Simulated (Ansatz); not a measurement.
# CH₄F₂GeO: small, medium and large basis sets

One table from this session's results is given with a row withheld; the runs are named, their logs left out.

The runs use Ansatz 0.2.0, Gaussian basis; one geometry, several basis sets.

The runs, in order: PBE0-D4/def2-SVP; ωB97M-V/def2-SVP; PBE0-D4/def2-QZVPP; ωB97M-V/def2-QZVPP; the functionals' def2-TZVPP values are taken from earlier runs.

**The relaxed structure**

An earlier PBE0-D4 in a triple-zeta def2 set relaxation fixed the geometry.

SMILES `C[O][GeH]([F])[F]`, 9 atoms, charge 0, spin multiplicity 1.

Atoms are counted from 1 here; the program's logs count them from 0.

Bond lengths: C1–O2 1.421 Å, C1–H6 1.091 Å, C1–H7 1.094 Å, C1–H8 1.094 Å, O2–Ge3 1.737 Å, Ge3–F4 1.722 Å, Ge3–F5 1.722 Å, Ge3–H9 1.517 Å. Angles: O2–C1–H6 107.2°, O2–C1–H7 111.4°, O2–C1–H8 111.4°, H6–C1–H7 108.8°, H6–C1–H8 108.8°, H7–C1–H8 109.1°, C1–O2–Ge3 120.9°, O2–Ge3–F4 109.2°, O2–Ge3–F5 109.2°, O2–Ge3–H9 111.7°, F4–Ge3–F5 103.4°, F4–Ge3–H9 111.5°, F5–Ge3–H9 111.5°.

Geometry (Å):

```
C     0.0481   -1.3947   -0.1715
O    -0.1264   -0.3726    0.7996
Ge   -0.0596    1.3048    0.3524
F    -1.2228    1.6101   -0.8803
F     1.4425    1.6245   -0.4268
H    -0.0366   -2.3499    0.3479
H     1.0339   -1.3354   -0.6418
H    -0.7219   -1.3454   -0.9467
H    -0.2687    2.2124    1.5500
```

The first run:

Input file in.yaml:

```yaml
crystal:
  periodic: [false, false, false]
  atoms:
    - {symbol: C, position_ang: [0.048150, -1.394725, -0.171455]}
    - {symbol: O, position_ang: [-0.126431, -0.372558, 0.799590]}
    - {symbol: Ge, position_ang: [-0.059639, 1.304841, 0.352431]}
    - {symbol: F, position_ang: [-1.222767, 1.610057, -0.880263]}
    - {symbol: F, position_ang: [1.442455, 1.624550, -0.426775]}
    - {symbol: H, position_ang: [-0.036644, -2.349901, 0.347878]}
    - {symbol: H, position_ang: [1.033854, -1.335429, -0.641792]}
    - {symbol: H, position_ang: [-0.721919, -1.345427, -0.946678]}
    - {symbol: H, position_ang: [-0.268658, 2.212391, 1.549965]}
basis:
  gaussian: {orbitals: def2-SVP}
hamiltonian: {xc: pbe0, dispersion: d4}
output: {orbitals: {seedname: orbitals}}
```

Launch:

```console
$ ansatz run in.yaml --threads 4 --pin off --events-out ev --progress --plain --max-ram 10444MiB
```

Among the steps run: PBE0-D4 in def2-SVP; ωB97M-V in def2-SVP; PBE0-D4 in def2-QZVPP; ωB97M-V in def2-QZVPP.

One of the session's tables, all rows but one given; the rest of the session is left out.

```
functional       basis  HOMO (eV)  LUMO (eV)
   PBE0-D4    def2-SVP      -8.74       0.33
   PBE0-D4  def2-TZVPP      -8.84       0.09
   PBE0-D4  def2-QZVPP      -8.88      -0.07
   ωB97M-V    def2-SVP     -11.15       2.42
   ωB97M-V  def2-TZVPP          ?          ?
   ωB97M-V  def2-QZVPP     -11.32       1.73
```

Q: Estimate the row for ωB97M-V, def2-TZVPP from the others.

The run gave: HOMO (eV): -11.27; LUMO (eV): 2.08. In the column «HOMO (eV)» it lies between ωB97M-V, def2-QZVPP (-11.32) and ωB97M-V, def2-SVP (-11.15).
